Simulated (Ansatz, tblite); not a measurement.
# The cluster In₅H₉O₁₂: one state, many levels

Aim: run the singlet of the cluster In₅H₉O₁₂ at one geometry on many levels, and compare frontier levels, spin and run time.

Program: Ansatz 0.2.0, Gaussian basis. Level of theory: as each input shows. These are calculated values, not measurements.

Plan: GFN1-xTB, GFN2-xTB, PBE-D4/def2-TZVP, r2SCAN-D4/def2-TZVP, B97M-V/def2-TZVP, r2SCANh-D4/def2-TZVP, LDA/def2-TZVP, PBE-D4/def2-SVP, PBE0-D4/def2-SVP, MP2/def2-SVP, RPA/def2-SVP.

**1. The geometry**

The singlet was relaxed beforehand with PBE-D4/def2-SVP.

26 atoms, charge 0, spin multiplicity 1.

Bond lengths: In1–O8 2.162 Å, In1–O9 2.225 Å, In1–O12 2.208 Å, In1–O15 2.089 Å, In1–O16 2.140 Å, In2–O6 2.030 Å, In2–O7 2.075 Å, In2–O13 2.208 Å, In2–O16 2.095 Å, In3–O8 2.241 Å, In3–O10 2.037 Å, In3–O11 1.995 Å, In3–O13 2.208 Å, In4–O12 2.206 Å, In4–O14 2.020 Å, In4–O16 2.108 Å, In4–O17 2.060 Å, In5–O9 2.370 Å and more. Angles: O8–In1–O9 87.0°, O8–In1–O12 83.2°, O8–In1–O15 139.8°, O8–In1–O16 114.0°, O9–In1–O12 162.7°, O9–In1–O15 78.1°, O9–In1–O16 90.8°, O12–In1–O15 118.3°, O12–In1–O16 80.3°, O15–In1–O16 103.5°, O6–In2–O7 145.9°, O6–In2–O13 103.0°, O6–In2–O16 111.7°, O7–In2–O13 92.9°, O7–In2–O16 95.9°, O13–In2–O16 96.4°, O8–In3–O10 82.7°, O8–In3–O11 122.8° and more.

Coordinates:

```xyz
26
H9In5O12
In    1.1016   -0.7503    1.0487
In    0.0584    0.2257   -2.0771
In   -2.3310   -1.3814    0.2761
In    0.8430    2.4805    0.7252
In    2.4907   -2.5954   -1.6174
O    -1.6043    1.3821   -2.2161
O     1.5614   -0.7556   -3.1185
O    -0.8690   -0.9404    1.9166
O     0.4435   -2.2255   -0.4809
O    -2.5812   -3.1124    1.3197
O    -3.4818    0.0213   -0.5540
O     1.2142    1.0320    2.3475
O    -0.7104   -1.6489   -1.1997
O     1.9480    4.1569    0.9432
O     2.8365   -1.8799    0.7669
O     1.2515    0.7755   -0.4448
O    -1.1255    2.6531    0.1441
H    -1.4891    1.9901   -1.4190
H     1.2332   -1.1714   -3.9412
H    -1.0142   -1.8460    2.2853
H    -2.2245   -3.8386    0.7702
H    -2.8985    0.5004   -1.2093
H     0.4248    0.9431    2.9235
H     2.7922    3.9206    1.3764
H     3.6578   -1.4524    1.0805
H    -1.5274    3.5168    0.3541
```

In takes a core potential in the def2 sets. No spin-orbit coupling is included.

PBE0-D4/def2-TZVP was run before; its log isn't repeated, and its numbers join the tables.

**2. GFN1-xTB**

Tight binding, by tblite at 300 K electronic temperature and without a spin-polarisation term:

```python
tblite.interface.Calculator('GFN1-xTB', numbers, positions, charge=0, uhf=0).singlepoint()
```

Energy -1877.9154 eV, HOMO -10.04 eV, LUMO -7.59 eV; 0.052 s.

**3. GFN2-xTB**

Tight binding, by tblite at 300 K electronic temperature and without a spin-polarisation term:

```python
tblite.interface.Calculator('GFN2-xTB', numbers, positions, charge=0, uhf=0).singlepoint()
```

Energy -1626.2616 eV, HOMO -11.51 eV, LUMO -9.54 eV; 0.051 s.

**4. PBE-D4/def2-TZVP**

start.molden holds the orbitals of an earlier run on this state, given as this run's starting guess.

in.yaml

```yaml
crystal:
  periodic: [false, false, false]
  atoms:
    - {symbol: In, position_ang: [1.101573, -0.750303, 1.048723]}
    - {symbol: In, position_ang: [0.058446, 0.225688, -2.077146]}
    - {symbol: In, position_ang: [-2.330955, -1.381433, 0.276124]}
    - {symbol: In, position_ang: [0.842952, 2.480475, 0.725168]}
    - {symbol: In, position_ang: [2.490651, -2.595380, -1.617400]}
    - {symbol: O, position_ang: [-1.604334, 1.382094, -2.216146]}
    - {symbol: O, position_ang: [1.561409, -0.755558, -3.118510]}
    - {symbol: O, position_ang: [-0.868966, -0.940361, 1.916648]}
    - {symbol: O, position_ang: [0.443549, -2.225454, -0.480871]}
    - {symbol: O, position_ang: [-2.581229, -3.112351, 1.319686]}
    - {symbol: O, position_ang: [-3.481773, 0.021344, -0.553996]}
    - {symbol: O, position_ang: [1.214164, 1.031953, 2.347533]}
    - {symbol: O, position_ang: [-0.710354, -1.648874, -1.199733]}
    - {symbol: O, position_ang: [1.948046, 4.156947, 0.943192]}
    - {symbol: O, position_ang: [2.836486, -1.879946, 0.766904]}
    - {symbol: O, position_ang: [1.251469, 0.775527, -0.444848]}
    - {symbol: O, position_ang: [-1.125485, 2.653073, 0.144142]}
    - {symbol: H, position_ang: [-1.489057, 1.990067, -1.419043]}
    - {symbol: H, position_ang: [1.233218, -1.171406, -3.941164]}
    - {symbol: H, position_ang: [-1.014171, -1.845976, 2.285283]}
    - {symbol: H, position_ang: [-2.224544, -3.838641, 0.770219]}
    - {symbol: H, position_ang: [-2.898501, 0.500354, -1.209270]}
    - {symbol: H, position_ang: [0.424812, 0.943077, 2.923546]}
    - {symbol: H, position_ang: [2.792164, 3.920639, 1.376372]}
    - {symbol: H, position_ang: [3.657848, -1.452378, 1.080484]}
    - {symbol: H, position_ang: [-1.527439, 3.516823, 0.354124]}
basis:
  gaussian: {orbitals: def2-TZVP, fitting: {mean_field: def2-universal-jkfit}, initial_orbitals: start.molden}
hamiltonian: {xc: pbe, dispersion: d4}
scf: {omitted_lower_state_checks: [starts]}
output: {forces: true, orbitals: {seedname: orbitals}}
```

On the command line:

```sh
ansatz run in.yaml --threads 2 --pin off --events-out ev --progress --plain --max-ram 22528MiB --backend cuda --devices 0, --max-vram 18GiB
```

Further steps of the session: r2SCAN-D4/def2-TZVP; B97M-V/def2-TZVP; r2SCANh-D4/def2-TZVP; LDA/def2-TZVP; PBE-D4/def2-SVP; PBE0-D4/def2-SVP; MP2/def2-SVP; RPA/def2-SVP.

Before running them: what should the planned runs give, taken together? Wanted: gap in def2-TZVP, named functionals, smallest and largest; correlation energy, MP2/def2-SVP; binding an atom, functionals in def2-TZVP; PBE0 total energy, smallest basis above largest.

As calculated:

| quantity | value |
| --- | --- |
| gap in def2-TZVP, named functionals, smallest and largest | 2.40 eV (LDA), 4.24 eV (PBE0-D4) |
| correlation energy, MP2/def2-SVP | -75.42 eV |
| binding an atom, functionals in def2-TZVP | 3.43 (PBE0-D4) to 4.23 eV (LDA) |
| PBE0 total energy, smallest basis above largest | 31.29 eV (def2-SVP, def2-TZVP) |

In words: Orbital gaps of the named functionals in def2-TZVP span 2.40 eV (LDA) to 4.24 eV (PBE0-D4); exact exchange widens it.
